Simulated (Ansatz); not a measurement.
# Ti4Al4Cu: the cost of one run

Computed with Ansatz 0.2.0 (DFT PBEsol, scalar-relativistic, plane waves, PAW, unless a step's input says otherwise).

3 further runs of the same task are left out: 3 set aside as unsound or not needed.

### 1 Starting point

Symmetry: Pmm2, No. 25, orthorhombic system. The conventional cell has a = 3.953 Å, b = 4.039 Å, c = 22.929 Å, α = 90.00°, β = 90.00°, γ = 90.00°. Ti (site symmetry mm2) is surrounded by 2 Ti at 2.80 Å and 6 Al at 2.83 Å. Around Al (site symmetry mm2) lie 2 Al at 2.80 Å and 6 Ti at 2.83 Å. Around Ti (site symmetry mm2) lie 4 Ti at 2.78 to 2.80 Å and 8 Al at 2.83 to 2.84 Å. Al (site symmetry mm2) has 4 Al at 2.80 to 2.81 Å and 8 Ti at 2.81 to 2.83 Å as nearest neighbours. Ti (site symmetry mm2) is surrounded by 4 Ti at 2.75 to 2.78 Å and 8 Al at 2.81 to 2.83 Å. Al (site symmetry mm2) is surrounded by 8 Ti at 2.75 to 2.84 Å and 4 Al at 2.76 to 2.81 Å. Around Ti (site symmetry mm2) lie 2 Ti at 2.75 Å and 6 Al at 2.75 to 2.83 Å. Al (site symmetry mm2) is surrounded by 2 Al at 2.76 Å and 6 Ti at 2.82 to 2.83 Å.

Structure file:

```
CELL_PARAMETERS angstrom
3.95295 0.00000 0.00000
0.00000 4.03874 0.00000
0.00000 0.00000 22.92943
ATOMIC_POSITIONS crystal
Ti 0.50000 0.00000 0.37070
Al 0.00000 0.50000 0.37070
Ti 0.00000 0.00000 0.45690
Al 0.50000 0.50000 0.45690
Ti 0.50000 0.00000 0.54242
Al 0.00000 0.50000 0.54417
Ti 0.00000 0.00000 0.62574
Al 0.50000 0.50000 0.62844
```

Planes are indexed in the bulk's conventional cell (P4/mmm (No. 123)), a = 2.795 Å, b = 2.795 Å, c = 4.039 Å, α = 90.00°, β = 90.00°, γ = 90.00°.

This (110) slab, 5.9 Å thick as cut, with 17 Å of vacuum; its outer planes are TiAl (top) and TiAl (bottom), was relaxed beforehand with its lower half held: -11993.3776 eV, work function 4.12 eV (top face), 4.09 eV (bottom face).

### 2 Cu put at a top (Al) site

Input file input.yaml:

```yaml
crystal:
  lattice:
    - [3.952951199, 0.0, 0.0]
    - [0.0, 4.038740475, 0.0]
    - [0.0, 0.0, 24.9294267985]
  atoms:
    - { symbol: Ti, position: [0.5, 0.0, 0.3409625126] }
    - { symbol: Al, position: [0.0, 0.5, 0.3409625126] }
    - { symbol: Ti, position: [0.0, 0.0, 0.4202453463] }
    - { symbol: Al, position: [0.5, 0.5, 0.4202453463] }
    - { symbol: Ti, position: [0.5, 0.0, 0.4989077285] }
    - { symbol: Al, position: [0.0, 0.5, 0.5005150153] }
    - { symbol: Ti, position: [0.0, 0.0, 0.5755352557] }
    - { symbol: Al, position: [0.5, 0.5, 0.5780257635] }
    - { symbol: Cu, position: [0.5, 0.5, 0.6799133849] }
basis:
  ecutwfc: 420
kpoints:
  mp_grid: { grid: [7, 7, 1] }
hamiltonian:
  xc: pbesol
scf:
  occupations: { method: gaussian, width: 0.1 }
output:
  forces: true
  eigenvalues: true
  write_density: true
  write_potential: true
  elf: true
  volumetric_format: npy
relax:
  adjacent_minimum: "off"
  f_tol: 0.03
  max_steps: 70
  constraints: [{ sites: [0, 1, 2, 3] }]
efield:
  axis: 3
  dipole_correction: true
  ramp_width: 0.04
```

Started as:

```
> ansatz run input.yaml --threads 1 --pin off --max-ram 2560MiB --backend cpu --events-out ev --progress --plain --runs-dir out
```

**Question.** How long does this run take on 1 thread of Intel Xeon at 2.70GHz, shared host, and how much memory does it need?

About 4.4 min, with a peak of 0.69 GiB.
